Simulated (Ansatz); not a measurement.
# GeH₂: a ladder of functionals and wavefunction methods

Aim: compute GeH₂ with functionals from several rungs and with coupled cluster. The yardstick is the atomisation energy at the CCSD(T) limit.

The runs use Ansatz 0.2.0, Gaussian basis; functionals in def2-TZVPP, the program's frozen cores in correlated methods.

Plan: LDA (SPW92), PBE-D4, revPBE-D4, BLYP-D4, r2SCAN-D4, B97M-V, PBE0-D4, B3LYP-D4, r2SCANh-D4, r2SCAN0-D4, HSE06-D4, BHLYP-D4, CAM-B3LYP-D4, LC-ωPBE, ωB97X-V, ωB97M-V, B2PLYP, PBE-QIDH; CCSD(T)/def2-SVP; CCSD(T)/def2-TZVPP; CCSD(T)/def2-QZVPP; extrapolation to the limit; RPA on PBE.

### 1 Structure used throughout

An earlier PBE0-D4 in a triple-zeta def2 set relaxation fixed the geometry.

SMILES `[GeH2]`, 3 atoms, charge 0, spin multiplicity 1.

Atoms are counted from 1 here; the program's logs count them from 0.

Bond lengths: Ge1–H2 1.594 Å, Ge1–H3 1.594 Å. Angles: H2–Ge1–H3 90.6°.

### 2 LDA

This LDA is Slater exchange with PW92 correlation.

File in.yaml:

```yaml
crystal:
  periodic: [false, false, false]
  atoms:
    - {symbol: Ge, position_ang: [-0.570072, 0.405149, -0.263665]}
    - {symbol: H, position_ang: [0.783021, 0.743579, 0.508979]}
    - {symbol: H, position_ang: [-0.212949, -1.148718, -0.245324]}
basis:
  gaussian: {orbitals: def2-TZVPP}
hamiltonian: {xc: lda}
output: {orbitals: {seedname: orbitals}}
```

The runs that follow: PBE-D4 (GGA); revPBE-D4 (GGA); BLYP-D4 (GGA); r2SCAN-D4 (meta-GGA); B97M-V (meta-GGA); PBE0-D4 (hybrid); B3LYP-D4 (hybrid); r2SCANh-D4 (hybrid); r2SCAN0-D4 (hybrid); HSE06-D4 (hybrid); BHLYP-D4 (hybrid); CAM-B3LYP-D4 (range-separated); LC-ωPBE-D4 (range-separated); ωB97X-V (range-separated); ωB97M-V (range-separated); B2PLYP (double hybrid); PBE-QIDH (double hybrid); CCSD(T) in def2-SVP; CCSD(T) in def2-TZVPP; CCSD(T) in def2-QZVPP; RPA on PBE orbitals.

Q: Predict the results of all the runs planned. Wanted: atomisation energy, CCSD(T)/CBS; farthest beyond LDA; mean size of error, GGA; mean size of error, meta-GGA; mean size of error, hybrid; mean size of error, range-separated; mean size of error, double hybrid; gap, smallest and largest; T1 diagnostic.

The runs gave:

| quantity | value |
| --- | --- |
| atomisation energy, CCSD(T)/CBS | 6.238 eV |
| functionals within 0.062 eV (1.0 %) | BLYP-D4, B3LYP-D4, CAM-B3LYP-D4, ωB97X-V |
| farthest beyond LDA | LC-ωPBE (-0.338 eV) |
| mean size of error, GGA | 0.160 eV |
| mean size of error, meta-GGA | 0.130 eV |
| mean size of error, hybrid | 0.186 eV |
| mean size of error, range-separated | 0.114 eV |
| mean size of error, double hybrid | 0.227 eV |
| gap, smallest and largest | 1.78 eV (LDA (SPW92)), 8.73 eV (LC-ωPBE) |
| T1 diagnostic | 0.0119 |
| triples share of the correlation energy | 3.1 % |

What this shows: LDA overbinds by 0.647 eV (10 %). PBE-D4 is off by -0.193 eV. Double hybrids carry the basis error of their MP2 part in triple zeta, and no dispersion term here, so their miss is partly the set-up's. Taken by rung, range-separated functionals do best (0.114 eV on average) and double hybrid ones worst beyond LDA (0.227 eV). The gap between the best rungs is small, so their order is not settled. The reference freezes the cores and leaves out relativity and excitations past (T), and its outer-core shells are covered unevenly, so misses under about 0.062 eV can't be ranked. Hartree-Fock recovers 68 % of the binding; the rest is correlation. CCSD(T) in def2-SVP is off by -0.489 eV, which most functionals beat. The gap grows from 1.8 to 8.7 eV across the functionals, mostly with the share of exact exchange. The restricted reference is unstable towards a spin-broken one. Correlated methods include outer-core shells of Ge, which these sets cover unevenly.
